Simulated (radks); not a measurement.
# K⁴⁺ in [Ne] 3s2 3p3: an all-electron calculation

Aim: the levels, the sizes of the orbitals and the parts of the energy of the potassium ion K4+.

Program: radks (a radial shooting solver on a logarithmic mesh, Libxc functionals) version 1. Level of theory: scalar-relativistic Kohn-Sham, PBE, spin-polarised, spherical densities, point nucleus; open shells are filled with parallel spins first. These are calculated values, not measurements, unless marked.

### Step 1. Starting point

- element: potassium (Z = 19)
- charge: +4
- electrons: 15
- configuration: [Ne] 3s2 3p3

The outer shells:

K⁴⁺
```
[Ne] core
3s [↑↓]
3p [↑ ][↑ ][↑ ]
```

### Step 2. Self-consistent calculation

Input:

```text
Z 19
configuration [Ne] 3s2 3p3 4s0 3d0
relativity scalar-relativistic
functional pbe,pbe
spin polarised
nucleus point
c 137.035999084
```

Q: Predict the outcome of this run.

**Answer**, as computed:

| quantity | value |
| --- | --- |
| total energy | -596.85363 hartree |
| exchange-correlation share of it | 5.31 % |
| −T/E | 1.0063 |
| highest occupied level | 3p up, -73.383 eV |
| most extended occupied level | 3p up, <r> = 1.23 bohr |
| radius at density 0.001 e/bohr³ | 2.71 bohr |
| maxima of the radial density | 3 |
| ionisation energy, NIST | 82.7 (semi-emp.) eV |

What this shows: The radial density shows 3 maxima for 3 occupied principal shells. Relativity lifts −T/E to 1.006. The top level binds by 73.383 eV, 89 % of the NIST ionisation energy of 82.7 eV; the potential of a semilocal functional falls off too fast, so its top eigenvalue is too shallow. Open shells are spherical and high-spin; term and fine-structure splittings are not resolved.
